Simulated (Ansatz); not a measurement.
# BrCuH: the cost of one run

Computed with Ansatz 0.2.0, Gaussian basis. Level: RKS PBE-D4/def2-SVP.

Levels: PBE-D4, revPBE-D4, BLYP-D4, r2SCAN-D4, B97M-V, PBE0-D4, B3LYP-D4, HSE06-D4, wB97X-V, wB97M-V, B2PLYP, Hartree-Fock, MP2, CCSD, CCSD(T). The reference is CCSD(T) extrapolated to the basis limit. For elements past Ar these valence bases correlate outer-core shells poorly and lack relativity, so that limit is rough.

Cores are frozen in the correlated methods. The 3s and 3p shells of Cu and Zn are frozen; filled d shells are correlated. B3LYP uses VWN-RPA correlation. B2PLYP carries no dispersion term here.

163 further runs of the same task are left out: 163 set aside as unsound or not needed.

**1. The system as given**

The pair, from a GFN2-xTB docking trial: 3 atoms, charge 1, spin multiplicity 1.

Atoms are counted from 1 here; the program's logs count them from 0.

Bond lengths: Cu1–Br2 2.326 Å, Br2–H3 1.409 Å. Angles: Cu1–Br2–H3 116.3°.

Coordinates:

```xyz
3
BrCuH
Cu   -0.1670   -0.1220   -1.7963
Br   -0.3927   -0.2869    0.5126
H     0.5596    0.4088    1.2837
```

Atoms 1 to 1 are fragment A (Cu+), the rest fragment B (HBr).

**2. A first relaxation in a small basis**

Contents of pre/in.yaml:

```yaml
crystal:
  periodic: [false, false, false]
  atoms:
    - {symbol: Cu, position_ang: [-0.167000, -0.122000, -1.796300]}
    - {symbol: Br, position_ang: [-0.392700, -0.286900, 0.512600]}
    - {symbol: H, position_ang: [0.559600, 0.408800, 1.283700]}
basis:
  gaussian: {orbitals: def2-SVP}
total_charge: 1
hamiltonian: {xc: pbe, dispersion: d4}
relax: {f_tol: 0.03, max_steps: 250}
```

Started as:

```sh
> ansatz run in.yaml --threads 2 --pin off --events-out ev --progress --plain --max-ram 5222MiB
```

**Question.** How long does this run take on 2 threads of Arm Neoverse N1, shared host?

About 8 s.
